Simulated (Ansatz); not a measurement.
# GaNi: a single-point run

Wanted: a converged single-point run for GaNi, and a check of what comes out. The structure is shown as the input types it.

Computed with Ansatz 0.2.0 (DFT, r2SCAN, PAW with Ansatz's default frozen-core files, scalar-relativistic, unless a step's input says otherwise).

**1. Starting point**

Symmetry: Pm-3m, No. 221, cubic system. Conventional cell: a = 5.454 Å, b = 5.454 Å, c = 5.454 Å, α = 90.00°, β = 90.00°, γ = 90.00°.

Structure file:

```
Ga Ni
1.0
     0.00000    5.45375    5.45375
     5.45375    0.00000    0.00000
     0.00000    5.45375   -5.45375
Ga Ni
2 2
Direct
  0.00000 0.00000 0.00000
  0.50000 0.00000 0.50000
  0.50000 0.50000 0.00000
  0.00000 0.50000 0.50000
```

**2. Running it**

File input.yaml:

```yaml
crystal:
  lattice:
    - [0.0, 5.45374952, 5.45374952]
    - [5.45374952, 0.0, 0.0]
    - [0.0, 5.45374952, -5.45374952]
  atoms:
    - { symbol: Ga, position: [0.0, 0.0, 0.0] }
    - { symbol: Ga, position: [0.5, 0.0, 0.5] }
    - { symbol: Ni, position: [0.5, 0.5, 0.0] }
    - { symbol: Ni, position: [0.0, 0.5, 0.5] }
kpoints:
  mp_grid: { grid: [7, 10, 7] }
scf:
  occupations: { method: fermi_dirac, width: 0.05 }
  lower_state_search: "off"
  max_iter: 75
hamiltonian:
  xc: r2scan
  pseudopotentials: { kind: paw }
output:
  forces: true
  stress: true
  eigenvalues: true
```

Started as:

```bash
$ ansatz run input.yaml --threads 2 --pin off --max-ram 6144MiB --backend cpu --events-out ev --progress --plain --runs-dir out
```

What happens when this is run?

The run converged and reported no error. Convergence says nothing about whether the input makes sense.

The structure is inflated by the factor 1.89 between bohr and ångström. The shortest distance in the input is 4.72 Å, between atoms 1 (Ga) and 3 (Ni).

Remedy: divide the lengths by 1.8897.
